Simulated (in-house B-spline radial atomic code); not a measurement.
# Cd⁴⁺: ionisation energy by several methods

Wanted: one ionisation energy, Cd⁴⁺ to configuration [Kr] 4d7, up the ladder of functionals.

Program: in-house B-spline radial atomic code version 1. Level of theory: non-relativistic, several functionals, spin-polarised, exact exchange averaged over the configuration; spherical all-electron atom at the radial basis limit. These are calculated values, not measurements, unless marked.

### Step 1. What is computed

```
element       : cadmium (Z = 48)
charge        : +4
electrons     : 44
configuration : [Kr] 4d8
nucleus       : point
```

Outer shells as boxes (Hund's rule):

[Kr] 4d8
```
[Kr] core
4d [↑↓][↑↓][↑↓][↑ ][↑ ]
```

Where spins are not typed, each open shell is filled with up spins first.

### Step 2. BHandHLYP, a global hybrid

The run's settings:

```ini
Z = 48
electrons = 44.0
configuration = [Kr] 4d8
hamiltonian = nr
method = bhandhlyp
spin_polarised = True
exact_exchange = averaged over the configuration
```

Run with:

```sh
python run_scf.py task.json out
```

task.json lists these runs, among others, and the program works through them in turn.

### Step 3. HSE06, a range-separated hybrid

Settings: those of step 2 with these lines changed.

```diff
@@ -4,3 +4,3 @@
 hamiltonian = nr
-method = bhandhlyp
+method = hse06
 spin_polarised = True
```

### Step 4. B3LYP, a global hybrid

Settings: those of step 3 with these lines changed.

```diff
@@ -4,3 +4,3 @@
 hamiltonian = nr
-method = hse06
+method = b3lyp
 spin_polarised = True
```

### Step 5. TPSSh, a global hybrid

Settings: those of step 4 with these lines changed.

```diff
@@ -4,3 +4,3 @@
 hamiltonian = nr
-method = b3lyp
+method = tpssh
 spin_polarised = True
```

### Step 6. r2SCAN0, a global hybrid

Settings: those of step 5 with these lines changed.

```diff
@@ -4,3 +4,3 @@
 hamiltonian = nr
-method = tpssh
+method = r2scan0
 spin_polarised = True
```

### Step 7. LC-ωPBE, a range-separated hybrid

Settings: those of step 6 with these lines changed.

```diff
@@ -4,3 +4,3 @@
 hamiltonian = nr
-method = r2scan0
+method = lc_wpbe
 spin_polarised = True
```

**Question.** The tabulated ionisation energy is 67.9 ± 1.9 eV (tabulated theoretical; NIST Atomic Spectra Database). What does each method give, and which comes nearest?

**Answer**, as computed:

| method | rung | total energy (hartree) | ΔSCF (eV) | −ε highest (eV) | ΔSCF less tabulated (eV) |
| --- | --- | --- | --- | --- | --- |
| BHandHLYP | global hybrid | -5463.3141 | 70.548 | 67.002 (4d down) | +2.648 |
| B3LYP | global hybrid | -5463.2927 | 70.863 | 64.287 (4d down) | +2.963 |
| TPSSh | global hybrid | -5463.0444 | 70.725 | 63.163 (4d down) | +2.825 |
| r2SCAN0 | global hybrid | -5463.2956 | 70.740 | 64.769 (4d down) | +2.840 |
| HSE06 | range-separated hybrid | -5462.8221 | 70.756 | 64.278 (4d down) | +2.856 |
| LC-ωPBE | range-separated hybrid | -5462.7027 | 70.829 | 67.541 (4d down) | +2.929 |

**Reading.** Against the tabulated ionisation energy, 67.9 ± 1.9 eV (tabulated theoretical; NIST Atomic Spectra Database), the best here is BHandHLYP (+2.648 eV) and the worst B3LYP (+2.963 eV, or 4.4 %). All methods miss on the same side by much the same amount, which points to something that they share. These runs lack relativity altogether, which can outweigh the gaps between the methods, so the nearest may be so by luck. These runs leave out relativity, which matters at this nuclear charge. Open shells are averaged (over orientations, and over spins where the run is restricted), while tables refer to the lowest levels.
